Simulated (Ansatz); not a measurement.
The system is NaCu.

```xyz
2
Lattice="2.9422 0.0000 0.0000 0.0000 2.9422 0.0000 0.0000 0.0000 4.0409" Properties=species:S:1:pos:R:3 pbc="T T T"
Na    0.0000    0.0000    0.0000
Cu    1.4711    1.4711    2.0205
```

The cell was built by a generator and needn't be a form met in nature.

Base run:

| Quantity | Value |
| --- | --- |
| Program | Ansatz 0.2.0 |
| Functional | RPBE |
| Potentials or basis | Ansatz PAW |
| Cutoff | 420 eV |
| Density cutoff | 1680 eV |
| k mesh | 9 × 9 × 7 |
| Occupations | fermi-dirac, width 0.05 eV |
| Spin | no spin polarisation |

Its results: band gap on the k mesh none (metal or under the smearing width); pressure 5.4 GPa.

Question: After a change of settings the same cell gave: band gap on the k mesh none (metal or under the smearing width); pressure 3.0 GPa. Which change was it?
A. functional from RPBE to revPBE
B. functional from RPBE to BLYP
C. functional from RPBE to PBE
D. functional from RPBE to PBEsol

Answer: C.

PBE binds more tightly than RPBE, so the same cell stands under less pressure.

Caveats: the potentials were made for another functional, which shifts forces and pressure (some runs); the PAW data sets come from PBE, with cores solved anew for the run's functional, which leaves a small shift of forces and pressure (some runs).

Not every run made on this cell is shown here.
